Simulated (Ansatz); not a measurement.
# FIr: the cost of one run

Method: the levels named in each step, in Ansatz 0.2.0.

**1. The structure to begin with**

Bond lengths: F1–Ir2 1.886 Å.

As a file:

```xyz
2

F     0.0000    0.0000    0.0000
Ir    0.0000    0.0000    1.8860
```

**2. A rough first relaxation, PBE-D4/def2-SVP**

This run stands in another session on the same molecule. It ended at:

```xyz
2

F     0.0000    0.0000    0.0217
Ir    0.0000    0.0000    1.8642
```

**3. Relaxation, PBE0-D4/def2-TZVPP**

This run stands in another session on the same molecule. It ended at:

```xyz
2

F     0.0000    0.0000    0.0208
Ir    0.0000    0.0000    1.8651
```

**4. Bond length 1.623 Å, PBE0-D4/def2-QZVPP**

Contents of input.yaml:

```yaml
crystal:
  periodic: [false, false, false]
  atoms:
    - { symbol: F, position_ang: [0.0, 0.0, 0.0] }
    - { symbol: Ir, position_ang: [0.0, 0.0, 1.623] }
basis:
  gaussian: { orbitals: def2-QZVPP.json }
hamiltonian:
  xc: pbe0
  dispersion: d4
```

The run is started by

```console
> ansatz run input.yaml --threads 2 --pin off --max-ram 5120MiB --backend cpu --events-out ev --progress --plain --runs-dir out
```

Q: Estimate wall time and peak memory on 2 threads of Intel Xeon at 2.50GHz (Skylake/Cascade Lake), shared host.

About 9.4 s, with a peak of 0.22 GiB.
